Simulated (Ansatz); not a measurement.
# YbTlO2: the cost of one run

Method: DFT PBE, scalar-relativistic, plane waves, PAW, in Ansatz 0.2.0.

## (1) The starting structure

Symmetry: P4/mmm, No. 123, tetragonal system. Conventional cell: a = 3.310 Å, b = 3.310 Å, c = 6.587 Å, α = 90.00°, β = 90.00°, γ = 90.00°. Around Yb (site symmetry 4/mmm) lie 4 O at 2.34 Å. Tl (site symmetry 4/mmm) is surrounded by 4 O at 2.34 Å. Around O (site symmetry 4/mmm) lie 4 Yb at 2.34 Å. O (site symmetry 4/mmm) has 4 Tl at 2.34 Å as nearest neighbours.

Structure file:

```
Yb Tl O
1.0
     3.31028    0.00000    0.00000
     0.00000    3.31028    0.00000
     0.00000    0.00000    6.58653
Yb Tl O
1 1 2
Direct
  0.00000 0.00000 0.00000
  0.00000 0.00000 0.50000
  0.50000 0.50000 0.00000
  0.50000 0.50000 0.50000
```

Recipe of the guess: random cell by space group and Wyckoff sites (P4/mmm, No. 123). The dimensions are guesses.

## (2) The guess as it stands, on a coarse mesh

Input file input.yaml:

```yaml
crystal:
  lattice:
    - [3.31027879, 0.0, 0.0]
    - [0.0, 3.31027879, 0.0]
    - [0.0, 0.0, 6.58653123]
  atoms:
    - { symbol: Yb, position: [0.0, 0.0, 0.0], spin: 1.0 }
    - { symbol: Tl, position: [0.0, 0.0, 0.5] }
    - { symbol: O, position: [0.5, 0.5, 0.0] }
    - { symbol: O, position: [0.5, 0.5, 0.5] }
basis:
  ecutwfc: 420
kpoints:
  mp_grid: { grid: [6, 6, 4] }
hamiltonian:
  xc: pbe
scf:
  occupations: { method: gaussian, width: 0.1 }
  lower_state_search: "off"
output:
  forces: true
  stress: true
  eigenvalues: true
  populations: true
magnetization:
  spin_polarized: true
```

On the command line:

```
$ ansatz run input.yaml --threads 1 --pin off --max-ram 2048MiB --backend cpu --events-out ev --progress --plain --runs-dir out
```

What time and memory should one allow on 1 thread of Arm Neoverse N1, shared host?

About 50 s, with a peak of 0.41 GiB.
